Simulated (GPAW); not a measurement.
Crystal: GaF.

```
Ga F
1.0
     3.16592    0.00000    0.00000
     0.00000    3.16592    0.00000
     0.00000    0.00000    3.16592
Ga F
1 1
Direct
  0.00000 0.00000 0.00000
  0.50000 0.50000 0.50000
```

The cell was built by a generator and needn't be a form met in nature.

Program: GPAW 26.7.0. Alike in all runs: task band structure; no spin polarisation; cell as given; k mesh 8 × 8 × 8; cutoff (eV) 800; smearing fermi-dirac 0.05 eV.

Question: Order these runs on this cell by their band gap on the k mesh, lowest first.
A. level r2SCAN; potentials or basis GPAW PAW data sets (gpaw-data 1.2.1), pw
B. level vdW-DF2; potentials or basis GPAW PAW data sets (gpaw-data 1.2.1), pw
C. level revPBE; potentials or basis the program's PAW data sets (release 1.2.1) made for this functional, pw

Answer: C (0.34 eV), A (0.58 eV), B (0.91 eV).

Runs at the PBE level aren't shown here.
